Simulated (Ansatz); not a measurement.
Task: the orbital character of the bands of Ca3Mg, space group Pm-3m, with Ansatz 0.2.0 through its Python package. Give the script and its output. Level of theory: PBEsol, PAW, cutoff 380 eV, 4×4×4 k-points, Methfessel-Paxton smearing of 0.1 eV, D4 dispersion.

```xyz
4
Lattice="5.2888 0.0000 0.0000 0.0000 5.2888 0.0000 0.0000 0.0000 5.2888" Properties=species:S:1:pos:R:3 pbc="T T T"
Ca    2.6444    2.6444    0.0000
Ca    2.6444    0.0000    2.6444
Ca    0.0000    2.6444    2.6444
Mg    0.0000    0.0000    0.0000
```

`fatbands_ca3mg.py`
```python
from pathlib import Path
import warnings

import ansatz as az
import numpy as np
import pandas as pd

warnings.simplefilter("ignore", az.DeckWarning)

vectors = np.array([
    [5.288813, 0.0, 0.0],
    [0.0, 5.288813, 0.0],
    [0.0, 0.0, 5.288813],
])
xtal = (
    az.Lattice.of(vectors)
    .atom("Ca", (0.5, 0.5, 0.0))
    .atom("Ca", (0.5, 0.0, 0.5))
    .atom("Ca", (0.0, 0.5, 0.5))
    .atom("Mg", (0.0, 0.0, 0.0))
)

points = {"G": (0.0, 0.0, 0.0), "X": (0.0, 0.5, 0.0), "M": (0.5, 0.5, 0.0), "R": (0.5, 0.5, 0.5)}
setup = (
    xtal.calculation()
    .occupations("methfessel_paxton")
    .accuracy("low")
    .kpoints(mesh=(4, 4, 4))
    .functional(az.Functional.PBESOL, dispersion="D4")
    .basis(380)
    .scf(max_iterations=100, self_checks="low")
    .band_structure(list(points.values()), intervals=1)
    .fat_bands()
)
done = setup.run(threads=1, backend="cpu")
report = done.report
file = Path(done.write_results("results")) / "fatbands.tsv"
names = file.read_text().splitlines()[0].lstrip("# ").split("\t")
table = pd.read_csv(file, sep="\t", comment="#", names=names)
near = table[table.e_minus_ef.abs() < 2]
for ik, label in enumerate(points):
    print(label)
    for _, row in near[near.ik == ik].iterrows():
        main = row[names[4:]].astype(float).nlargest(2)
        print(f"   band {int(row.band):3d} {row.e_minus_ef:7.3f} eV  " + ", ".join(f"{k} {v:.2f}" for k, v in main.items()))
```

`python fatbands_ca3mg.py` gives:
```text
RunWarning: dispersion: an atom stands within reach of a switch of its C6 between two reference coordination numbers of its element: through that C6 alone, e_disp changes by 0.025 eV or more while the distances to its neighbours run over a stretch of 0.05 Å that contains this geometry (sites counted from 0 in the [...]
G
   band  17  -1.012 eV  mg3_l0_3S 0.41, ca0_l0_4S 0.05
   band  18   0.049 eV  ca1_l0_4S 0.39, ca0_l0_4S 0.16
   band  19   0.049 eV  ca2_l0_4S 0.35, ca0_l0_4S 0.24
   band  20   0.774 eV  ca0_l1_3P 0.00, ca2_l1_3P 0.00
   band  21   0.774 eV  ca0_l1_3P 0.00, ca1_l1_3P 0.00
   band  22   0.774 eV  ca1_l1_3P 0.00, ca2_l1_3P 0.00
   band  23   0.880 eV  ca0_l0_3S 0.00, ca0_l0_4S 0.00
   band  24   0.880 eV  ca0_l0_3S 0.00, ca0_l0_4S 0.00
   band  25   0.880 eV  ca0_l0_3S 0.00, ca0_l0_4S 0.00
X
   band  18  -0.058 eV  ca0_l0_4S 0.00, ca2_l0_4S 0.00
   band  19   0.353 eV  ca1_l1_3P 0.00, mg3_l1_2P 0.00
   band  20   0.353 eV  ca1_l1_3P 0.00, mg3_l1_2P 0.00
   band  21   0.926 eV  ca0_l1_3P 0.00, ca2_l1_3P 0.00
   band  22   1.271 eV  ca0_l1_3P 0.00, ca2_l1_3P 0.00
   band  23   1.271 eV  ca2_l1_3P 0.00, ca0_l1_3P 0.00
   band  24   1.273 eV  ca0_l0_3S 0.00, ca0_l0_4S 0.00
M
   band  17  -1.745 eV  ca2_l0_4S 0.62, ca1_l0_4S 0.28
   band  18  -1.745 eV  ca1_l0_4S 0.62, ca2_l0_4S 0.28
   band  19  -1.323 eV  ca0_l0_4S 0.90, ca1_l1_3P 0.01
   band  20   0.487 eV  mg3_l1_2P 0.00, ca0_l0_3S 0.00
   band  21   0.998 eV  ca0_l1_3P 0.00, ca0_l0_3S 0.00
   band  22   1.407 eV  ca2_l0_4S 0.01, ca1_l0_4S 0.00
   band  23   1.407 eV  ca1_l0_4S 0.01, ca2_l0_4S 0.00
   band  24   1.668 eV  ca2_l1_3P 0.00, ca1_l1_3P 0.00
   band  25   1.668 eV  ca1_l1_3P 0.00, ca2_l1_3P 0.00
R
   band  17  -0.690 eV  ca1_l0_4S 0.75, ca0_l0_4S 0.06
   band  18  -0.690 eV  ca0_l0_4S 0.57, ca2_l0_4S 0.22
   band  19  -0.690 eV  ca2_l0_4S 0.59, ca0_l0_4S 0.19
   band  20  -0.453 eV  ca0_l1_3P 0.00, ca2_l1_3P 0.00
   band  21  -0.453 eV  ca1_l1_3P 0.00, ca2_l1_3P 0.00
   band  22  -0.453 eV  ca2_l1_3P 0.00, ca0_l1_3P 0.00
   band  23  -0.018 eV  ca0_l1_3P 0.00, ca1_l1_3P 0.00
```
(Warnings from the package without file and line, shortened.)

The settings weren't tested for convergence. The cutoff lies under the one recommended for these potentials. The computed bands are complete only to about 2.4 eV above the Fermi level. Dispersion corrections can be off by several per cent in the lattices of metals, and by several GPa in the pressure at a fixed cell. For a metal this k-point mesh is coarse: on a finer one energies can move by several to tens of meV an atom and pressures by half a GPa or more, differences at one mesh by less. This cell is a computed structure, which may not be the phase found in nature. Levels are Kohn-Sham eigenvalues on this mesh. Energies are less the Fermi level and bands count from 0. Only the largest channels are printed, equivalent atoms hold more, and in degenerate sets the split between sites is arbitrary; shells that the potentials lack have no channel. The script silences the warnings on its input, which a real study should read. It ran for 3.3 s on 1 thread of Arm Neoverse V2 (shared host), peak memory 0.43 GiB.

(Lines on the test bed's own set-up are left out of the output.)
